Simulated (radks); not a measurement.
**Valence configurations of V⁺**

An exercise on one series of results from a longer session: the logs are not shown, and one member is left open.

Method: scalar-relativistic Kohn-Sham, PBE, spin-unpolarised, spherical densities, finite nucleus. Code: radks (a radial shooting solver on a logarithmic mesh, Libxc functionals) version 1.

## Starting point

* element: vanadium (Z = 23)
* charge: +1
* electrons: 22
* configuration: [Ar] 3d4
* nuclear rms radius: 3.6002 fm
* others tried: 3d3 4p1; 3d3.5 4p0.5; 3d3 4s1; 3d3.5 4s0.5; 3d2.5 4s1 4p0.5; 3d1.5 4s1 4p1.5; 3d2 4s1 4p1; 3d0.5 4s2 4p1.5; 3d2 4p2

Outer shells as boxes (Hund's rule):

V⁺
```
[Ar] core
3d [↑ ][↑ ][↑ ][↑ ][  ]
```

The first run:

The run's settings:

```text
Z 23
configuration [Ar] 3d4
relativity scalar-relativistic
functional pbe,pbe
spin unpolarised
nucleus finite rms 3.6002 fm
c 137.035999084
```

Among the steps run: [Ar] 3d4.

One table of the session follows, with a row left open; its other results are not shown here.

It belongs to the step «[Ar] 3d4». Radial moments (bohr):

```
level      <r>  outermost maximum (interpolated)  90 % within  nodes
   1s  0.06644                            0.0435        0.119      0
   2s   0.3082                             0.256        0.478      1
   2p   0.2740                             0.208        0.450      0
   3s   0.9555                             0.822         1.43      2
   3p    1.030                             0.849         1.59      1
   3d        ?                                 ?            ?      ?
```

Q: Estimate the row for 3d from the others.

**Answer.** <r>: 1.553; outermost maximum (interpolated): 0.920; 90 % within: 2.80; nodes: 0. In the column «<r>» it is the highest.
